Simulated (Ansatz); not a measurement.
**Ti: strong compression**

An exercise on one series of results from a longer session: the logs are not shown, and one member is left open.

Method: DFT LDA, with the methods named in each step, in Ansatz 0.2.0.

### The starting structure

It takes space group Im-3m (No. 229, cubic). Conventional cell: a = 3.182 Å, b = 3.182 Å, c = 3.182 Å, α = 90.00°, β = 90.00°, γ = 90.00°. Around Ti (site symmetry m-3m) lie 8 Ti at 2.76 Å.

As a file:

```cif
data_structure
_symmetry_space_group_name_H-M 'Im-3m'
_symmetry_Int_Tables_number 229
_cell_length_a 3.1823
_cell_length_b 3.1823
_cell_length_c 3.1823
_cell_angle_alpha 90.000
_cell_angle_beta 90.000
_cell_angle_gamma 90.000
_cell_volume 32.23
loop_
_atom_site_label
_atom_site_type_symbol
_atom_site_symmetry_multiplicity
_atom_site_Wyckoff_symbol
_atom_site_fract_x
_atom_site_fract_y
_atom_site_fract_z
_atom_site_occupancy
Ti1 Ti 2 a 0.00000 0.00000 0.00000 1
```

The file gives the conventional cell by its symmetry; the runs use the cell typed in the input.

Whether this phase is the stable one at these pressures isn't tested.

The first run:

Contents of input.yaml:

```yaml
crystal:
  lattice:
    - [-1.5911292954, 1.5911292954, 1.5911292954]
    - [1.5911292954, -1.5911292954, 1.5911292954]
    - [1.5911292954, 1.5911292954, -1.5911292954]
  atoms:
    - { symbol: Ti, position: [0.0, 0.0, 0.0] }
kpoints:
  mp_grid: { grid: [19, 19, 19] }
scf:
  occupations: { method: fermi_dirac, width: 0.08 }
hamiltonian:
  xc: lda
  pseudopotentials: { kind: paw }
output:
  forces: true
  stress: true
relax:
  f_tol: 0.005
  max_steps: 40
  cell: {}
```

Command:

```sh
> ansatz run input.yaml --threads 1 --pin off --max-ram 2048MiB --backend cpu --events-out ev --progress --plain --runs-dir out
```

Among the steps run: Cell relaxed at zero pressure, PAW; Volume scaled by 1, PAW; Volume scaled by 0.92, PAW; Volume scaled by 0.84, PAW; Volume scaled by 0.76, PAW; Volume scaled by 0.68, PAW; Volume scaled by 0.6, PAW; Volume scaled by 0.52, PAW; Volume scaled by 0.45, PAW; Volume scaled by 0.45, PAW (source ansatz).

One table of the session follows, with a row left open; its other results are not shown here.

```
             method  volume over the first  volume (Å³/atom)  pressure (GPa)
                PAW                      1            15.886           -0.02
                PAW                   0.92                 ?               ?
                PAW                   0.84            13.345           27.15
                PAW                   0.76            12.074           49.08
                PAW                   0.68            10.803           81.04
                PAW                    0.6             9.532          126.72
                PAW                   0.52             8.261          202.00
                PAW                   0.45             7.149          307.45
PAW (source ansatz)                   0.45             7.149          309.45
```

**Question.** Estimate the row for PAW, 0.92.

As computed: volume (Å³/atom): 14.616; pressure (GPa): 11.34. In the column «volume (Å³/atom)» it lies between PAW, 0.84 (13.345) and PAW, 1 (15.886).
